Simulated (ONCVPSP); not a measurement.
# Samarium: generating and testing an ONCV potential

Aim: build the potential from the settings below, then test how well it stands in for the atom: other configurations, scattering, ghost states and the plane-wave cutoff that it needs.

Program: ONCVPSP 4.0.1. Reference atom: PBE, scalar-relativistic, spherical and spin-unpolarised. All values are calculated.

## 1. The atom and the settings

The settings as typed:

```json
{
 "element": "samarium (Sm, Z = 62)",
 "type": "optimised norm-conserving Vanderbilt (ONCV)",
 "frozen core": "[Kr] 4d10",
 "valence charge": "16",
 "reference configuration": "4f6 5s2 5p6 6s2",
 "partial waves": "5s+6s: rc 2.40 bohr, ncon 4, nbas 9, qcut 5.6 1/bohr, 2 projectors; 5p: rc 1.80 bohr, ncon 4, nbas 9, qcut 5.3 1/bohr, 1 projector; d scattering state at 0.41 Ha: rc 2.45 bohr, ncon 3, nbas 7, qcut 4.5 1/bohr, 2 projectors, debl 1.5 Ha; 4f: rc 1.60 bohr, ncon 4, nbas 9, qcut 9.7 1/bohr, 2 projectors, debl 3.7 Ha",
 "local potential": "polynomial inside 1.55 bohr (lpopt 2, dvloc0 0 Ha)",
 "core correction": "Teter function, fcfact 4.5, rcfact 1.05"
}
```

The outer shells as boxes (Hund's rule for the drawing; the calculation is spin-unpolarised):

```
[Kr] core
4d [↑↓][↑↓][↑↓][↑↓][↑↓]
4f [↑ ][↑ ][↑ ][↑ ][↑ ][↑ ][  ]
5s [↑↓]
5p [↑↓][↑↓][↑↓]
6s [↑↓]
```

The nodes and maxima of the atom's own shells, from an earlier all-electron run, set the scale for the radii.

All-electron outer shells of the reference configuration (PBE, scalar-relativistic, ld1.x):

```json
{"shell": "5s", "level (eV)": "-43.27", "outermost node (bohr)": "0.69", "outermost maximum (bohr)": "1.27"}
{"shell": "5p", "level (eV)": "-23.23", "outermost node (bohr)": "0.73", "outermost maximum (bohr)": "1.43"}
{"shell": "6s", "level (eV)": "-3.58", "outermost node (bohr)": "1.70", "outermost maximum (bohr)": "3.66"}
{"shell": "4f", "level (eV)": "-2.47", "outermost node (bohr)": "–", "outermost maximum (bohr)": "0.61"}
{"shell": "5d", "level (eV)": "-1.68", "outermost node (bohr)": "0.84", "outermost maximum (bohr)": "2.17"}
{"shell": "6p", "level (eV)": "-1.21", "outermost node (bohr)": "2.06", "outermost maximum (bohr)": "4.94"}
```

## 2. The generation run

File Sm.dat:

```
# ATOM AND REFERENCE CONFIGURATION
# atsym  z   nc   nv     iexc    psfile
  Sm 62.00    9    4        4      upf
#
#   n    l    f
    1    0    2.00
    2    0    2.00
    2    1    6.00
    3    0    2.00
    3    1    6.00
    3    2   10.00
    4    0    2.00
    4    1    6.00
    4    2   10.00
    4    3    6.00
    5    0    2.00
    5    1    6.00
    6    0    2.00
#
# PSEUDOPOTENTIAL AND OPTIMIZATION
# lmax
    3
#
#   l,   rc,      ep,       ncon, nbas, qcut
    0    2.40    0.00    4    9    5.60
    1    1.80    0.00    4    9    5.30
    2    2.45    0.41    3    7    4.50
    3    1.60    0.00    4    9    9.70
#
# LOCAL POTENTIAL
# lloc, lpopt,  rc(5),   dvloc0
    4    2    1.55    0.00
#
# VANDERBILT-KLEINMAN-BYLANDER PROJECTORs
# l, nproj, debl
    0    2    2.50
    1    1    3.80
    2    2    1.50
    3    2    3.70
#
# MODEL CORE CHARGE
# icmod, fcfact, rcfact
    3    4.50    1.05
#
# LOG DERIVATIVE ANALYSIS
# epsh1, epsh2, depsh
   -3.00    5.00    0.02
#
# OUTPUT GRID
# rlmax, drl
    6.00    0.01
#
# TEST CONFIGURATIONS
# ncnf
    4
# nvcnf
#   n    l    f
    4
    4    3    6.00
    5    0    2.00
    5    1    6.00
    6    0    1.00
#
    4
    4    3    6.00
    5    0    2.00
    5    1    6.00
    6    0    0.00
#
    4
    4    3    5.00
    5    0    2.00
    5    1    6.00
    6    0    0.00
#
    4
    4    3    6.00
    5    0    2.00
    5    1    5.00
    6    0    2.00
#
```

The run is started by

```console
$ oncvpsp.x < Sm.dat > Sm.out
```

**Question.** What will these runs give? Wanted: cutoffs for 1 and 0.1 mHa per electron, occupied waves; bound ghosts; GHOST(+) flags; largest phase difference near zero energy, channels read; rms error of d²Exc/dn², without and with the model core; projector energies reset by the program.

As calculated:

| quantity | value |
| --- | --- |
| cutoffs for 1 and 0.1 mHa per electron, occupied waves | 44 Ha and 93 Ha |
| bound ghosts | none found |
| GHOST(+) flags | none at low energy |
| largest phase difference near zero energy, channels read | 0.008 rad |
| rms error of d²Exc/dn², without and with the model core | 7.00 and 5.16 mHa |
| projector energies reset by the program | d: 0.050, 1.550 Ha |

What this shows: By its cutoff, 44 Ha for the looser tolerance, it is hard. At the looser tolerance the 4f wave is the slowest; 5p needs 13 Ha. No bound ghost shows below the valence levels. Near zero energy the phases of the channels with partial waves agree within 0.008 rad. All of this concerns the isolated atom, not yet a solid.
